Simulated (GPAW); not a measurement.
Cu3O2:

```
Cu O
1.0
    -2.02298    2.02298    3.67362
     2.02298   -2.02298    3.67362
     2.02298    2.02298   -3.67362
Cu O
3 2
Direct
  0.00000 0.00000 0.00000
  0.75000 0.25000 0.50000
  0.25000 0.75000 0.50000
  0.50000 0.00000 0.50000
  0.00000 0.50000 0.50000
```

The cell comes from a database or a generator and needn't be the stable form of this composition.

```yaml
Program: GPAW 26.7.0
Task: single point
Functional: PBE
Potentials_or_basis: GPAW PAW data sets (gpaw-data 1.2.1)
Cutoff: 800 eV
Basis: pw
k_mesh: 9 × 9 × 9
Occupations: fermi-dirac, width 0.05 eV
Spin: no spin polarisation
```

On this cell: pressure 2.7 GPa; largest force under 0.003 eV/Å; band gap on the k mesh none (metal or under the smearing width).

The same run follows on a disturbed copy (atoms moved at random, drawn with an rms of 0.05 Å):

```
CELL_PARAMETERS angstrom
-2.02298 2.02298 3.67362
2.02298 -2.02298 3.67362
2.02298 2.02298 -3.67362
ATOMIC_POSITIONS crystal
Cu 0.00865 0.01412 0.02382
Cu 0.73048 0.24780 0.48821
Cu 0.26341 0.75718 0.50910
O 0.50493 0.99627 0.50101
O 0.00846 0.50308 0.50020
```

Question: What does the disturbed cell give?

Answer: The energy (extrapolated to zero smearing) moves by +18.3 meV/atom; pressure 3.6 GPa; largest force 1.448 eV/Å; band gap on the k mesh none (metal or under the smearing width).

Forces in eV/Å, atoms in the order of the input:
```
Cu  -0.666 -0.263  0.016
Cu   0.027  0.181  1.436
Cu   0.040 -0.044 -0.738
O    0.035  0.138  0.036
O    0.565 -0.012 -0.751
```

Stress tensor (GPa, compression positive):
```
 1.39 -0.09  0.13
-0.09  2.78  0.15
 0.13  0.15  6.50
```

Caveats: with this Cu data set, volumes or pressures lay over 1.5 % or 2 GPa off other programs in two to four cells of ten; an odd number of electrons without spin polarisation forces a metal; a magnetic or distorted state may lie lower; the run has no spin polarisation, though such a crystal can be magnetic; semilocal functionals often make such compounds metallic where correlation or magnetic order opens a gap, which also shifts bond lengths.
